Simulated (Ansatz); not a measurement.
**C6H14O3: basis-set convergence**

The task here is to estimate one member of a computed series from the others.

Computed with Ansatz 0.2.0, Gaussian basis. Level: one geometry, several basis sets.

The runs, in order: PBE0-D4/def2-SVP; ωB97M-V/def2-SVP; PBE0-D4/def2-QZVPP; ωB97M-V/def2-QZVPP; the functionals' def2-TZVPP values are taken from earlier runs.

## Structure used throughout

The geometry comes from an earlier relaxation with PBE0-D4 in a triple-zeta def2 set; it is a stationary point, not always the lowest conformer.

23 atoms, charge 0, spin multiplicity 1.

Atoms are counted from 1 here; the program's logs count them from 0.

Bond lengths: C1–O2 1.403 Å, C1–H10 1.096 Å, C1–H11 1.100 Å, C1–H12 1.090 Å, O2–C3 1.401 Å, C3–C4 1.522 Å, C3–H13 1.093 Å, C3–H14 1.103 Å, C4–O5 1.401 Å, C4–H15 1.102 Å, C4–H16 1.092 Å, O5–C6 1.405 Å, C6–C7 1.516 Å, C6–H17 1.097 Å, C6–H18 1.100 Å, C7–O8 1.404 Å, C7–H19 1.093 Å, C7–H20 1.099 Å and more. Angles: O2–C1–H10 112.1°, O2–C1–H11 111.4°, O2–C1–H12 107.1°, H10–C1–H11 108.9°, H10–C1–H12 108.6°, H11–C1–H12 108.7°, C1–O2–C3 114.1°, O2–C3–C4 114.8°, O2–C3–H13 105.6°, O2–C3–H14 111.0°, C4–C3–H13 110.5°, C4–C3–H14 107.5°, H13–C3–H14 107.3°, C3–C4–O5 114.6°, C3–C4–H15 107.5°, C3–C4–H16 110.7°, O5–C4–H15 111.0°, O5–C4–H16 105.6° and more.

Set-up of the first run:

in.yaml

```yaml
crystal:
  periodic: [false, false, false]
  atoms:
    - {symbol: C, position_ang: [1.645882, -2.217299, -1.510170]}
    - {symbol: O, position_ang: [0.990190, -2.055844, -0.280753]}
    - {symbol: C, position_ang: [-0.406065, -2.138927, -0.361117]}
    - {symbol: C, position_ang: [-1.057602, -1.083614, -1.243517]}
    - {symbol: O, position_ang: [-0.603049, 0.223380, -1.022485]}
    - {symbol: C, position_ang: [-0.811973, 0.701778, 0.281459]}
    - {symbol: C, position_ang: [-0.485216, 2.182570, 0.275131]}
    - {symbol: O, position_ang: [-0.622194, 2.759998, 1.548081]}
    - {symbol: C, position_ang: [0.502758, 2.593005, 2.369513]}
    - {symbol: H, position_ang: [1.480201, -1.366286, -2.180775]}
    - {symbol: H, position_ang: [1.324974, -3.138095, -2.018463]}
    - {symbol: H, position_ang: [2.712655, -2.289973, -1.297298]}
    - {symbol: H, position_ang: [-0.764882, -2.052913, 0.667218]}
    - {symbol: H, position_ang: [-0.722587, -3.126340, -0.736731]}
    - {symbol: H, position_ang: [-2.147567, -1.153314, -1.094809]}
    - {symbol: H, position_ang: [-0.860106, -1.287983, -2.298394]}
    - {symbol: H, position_ang: [-0.171782, 0.173982, 0.999380]}
    - {symbol: H, position_ang: [-1.858602, 0.558506, 0.589584]}
    - {symbol: H, position_ang: [-1.178161, 2.702402, -0.390759]}
    - {symbol: H, position_ang: [0.530587, 2.326727, -0.118647]}
    - {symbol: H, position_ang: [1.398582, 3.033992, 1.911041]}
    - {symbol: H, position_ang: [0.711500, 1.538515, 2.589854]}
    - {symbol: H, position_ang: [0.297156, 3.108636, 3.308056]}
basis:
  gaussian: {orbitals: def2-SVP}
hamiltonian: {xc: pbe0, dispersion: d4}
output: {orbitals: {seedname: orbitals}}
```

Command:

```sh
$ ansatz run in.yaml --threads 5 --pin off --events-out ev --progress --plain --max-ram 66560MiB --backend cpu
```

Among the steps run: PBE0-D4 in def2-SVP; ωB97M-V in def2-SVP; PBE0-D4 in def2-QZVPP; ωB97M-V in def2-QZVPP.

One of the session's tables, all rows but one given; the rest of the session is left out.

It belongs to the step «Functionals by basis». 

```
functional       basis  HOMO (eV)  LUMO (eV)
   PBE0-D4    def2-SVP          ?          ?
   PBE0-D4  def2-TZVPP      -7.12       1.21
   PBE0-D4  def2-QZVPP      -7.15       0.70
   ωB97M-V    def2-SVP      -9.37       3.40
   ωB97M-V  def2-TZVPP      -9.51       2.70
   ωB97M-V  def2-QZVPP      -9.55       1.87
```

Q: Estimate the row for PBE0-D4, def2-SVP from the others.

**Answer.** HOMO (eV): -6.98; LUMO (eV): 1.71. In the column «HOMO (eV)» it is the highest.
